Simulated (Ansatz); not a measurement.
# C3H9GaO2: a ladder of functionals and wavefunction methods

Aim: compute C3H9GaO2 with functionals from several rungs and with coupled cluster, and see how far each lands from CCSD(T) at the basis-set limit for the atomisation energy.

Program: Ansatz 0.2.0, Gaussian basis. Level of theory: functionals in def2-TZVPP, the program's frozen cores in correlated methods. These are calculated values, not measurements.

Plan: PBE-D4, r2SCAN-D4, PBE0-D4, B3LYP-D4, ωB97X-V, ωB97M-V, B2PLYP; CCSD(T)/def2-TZVPP; MP2/def2-QZVPP; extrapolation to the limit.

## (1) Structure used throughout

The geometry comes from an earlier relaxation with PBE0-D4 in a triple-zeta def2 set; it is a stationary point, not always the lowest conformer.

SMILES `CC(C)[O][GaH][OH]`, 15 atoms, charge 0, spin multiplicity 1.

Atoms are counted from 1 here; the program's logs count them from 0.

Bond lengths: C1–C2 1.518 Å, C1–H7 1.093 Å, C1–H8 1.092 Å, C1–H9 1.096 Å, C2–C3 1.518 Å, C2–O4 1.411 Å, C2–H10 1.098 Å, C3–H11 1.096 Å, C3–H12 1.092 Å, C3–H13 1.093 Å, O4–Ga5 1.774 Å, Ga5–O6 1.780 Å, Ga5–H14 1.555 Å, O6–H15 0.959 Å. Angles: C2–C1–H7 111.2°, C2–C1–H8 110.3°, C2–C1–H9 110.7°, H7–C1–H8 108.4°, H7–C1–H9 107.7°, H8–C1–H9 108.5°, C1–C2–C3 112.0°, C1–C2–O4 111.4°, C1–C2–H10 108.1°, C3–C2–O4 111.4°, C3–C2–H10 108.1°, O4–C2–H10 105.4°, C2–C3–H11 110.7°, C2–C3–H12 110.3°, C2–C3–H13 111.2°, H11–C3–H12 108.5°, H11–C3–H13 107.7°, H12–C3–H13 108.4° and more.

## (2) PBE-D4 (GGA)

Input file in.yaml:

```yaml
crystal:
  periodic: [false, false, false]
  atoms:
    - {symbol: C, position_ang: [-1.056804, 0.989641, -0.934762]}
    - {symbol: C, position_ang: [-0.628192, 0.634730, 0.477771]}
    - {symbol: C, position_ang: [-1.274475, -0.651009, 0.961641]}
    - {symbol: O, position_ang: [0.777198, 0.579852, 0.591752]}
    - {symbol: Ga, position_ang: [1.837723, -0.553248, -0.267839]}
    - {symbol: O, position_ang: [3.531401, -0.248853, 0.187137]}
    - {symbol: H, position_ang: [-2.137932, 1.138693, -0.993878]}
    - {symbol: H, position_ang: [-0.564754, 1.908210, -1.260685]}
    - {symbol: H, position_ang: [-0.793030, 0.186803, -1.631984]}
    - {symbol: H, position_ang: [-0.943516, 1.447905, 1.145044]}
    - {symbol: H, position_ang: [-1.014792, -1.486210, 0.301906]}
    - {symbol: H, position_ang: [-0.935921, -0.888500, 1.972123]}
    - {symbol: H, position_ang: [-2.363960, -0.564848, 0.974953]}
    - {symbol: H, position_ang: [1.412795, -1.659615, -1.274777]}
    - {symbol: H, position_ang: [4.154259, -0.833562, -0.248412]}
basis:
  gaussian: {orbitals: def2-TZVPP}
hamiltonian: {xc: pbe, dispersion: d4}
output: {forces: true, orbitals: {seedname: orbitals}}
```

Run with:

```
ansatz run in.yaml --threads 2 --pin off --events-out ev --progress --plain --max-ram 32768MiB --backend cuda --devices 0, --max-vram 18GiB
```

Further steps of the session: r2SCAN-D4 (meta-GGA); PBE0-D4 (hybrid); B3LYP-D4 (hybrid); ωB97X-V (range-separated); ωB97M-V (range-separated); B2PLYP (double hybrid); CCSD(T) in def2-TZVPP; MP2 in def2-QZVPP.

Before running them: what should the planned runs give, taken together? Wanted: atomisation energy, CCSD(T)/CBS; farthest; mean size of error, hybrid; mean size of error, range-separated; gap, smallest and largest; T1 diagnostic; triples share of the correlation energy.

**Answer**, as computed:

```
                               quantity                                           value
        atomisation energy, CCSD(T)/CBS                                   5628.6 kJ/mol
 functionals within 56.3 kJ/mol (1.0 %)  r2SCAN-D4, PBE0-D4, B3LYP-D4, ωB97X-V, ωB97M-V
                               farthest                           B2PLYP (-79.1 kJ/mol)
             mean size of error, hybrid                                     33.6 kJ/mol
    mean size of error, range-separated                                     12.7 kJ/mol
              gap, smallest and largest            5.00 eV (PBE-D4), 11.63 eV (ωB97X-V)
                          T1 diagnostic                                          0.0136
triples share of the correlation energy                                           3.8 %
```

**Reading.** PBE-D4 is off by +72.9 kJ/mol. Double hybrids carry the basis error of their MP2 part in triple zeta, and no dispersion term here, so their miss is partly the set-up's. Misses under about 56.3 kJ/mol are within the doubt on the reference itself, which lacks core-valence correlation, relativity and higher excitations, and its outer-core shells are covered unevenly. Hartree-Fock recovers 72 % of the binding; the rest is correlation. The gap grows from 5.0 to 11.6 eV across the functionals, mostly with the share of exact exchange. Correlated methods include outer-core shells of Ga, which these sets cover unevenly.
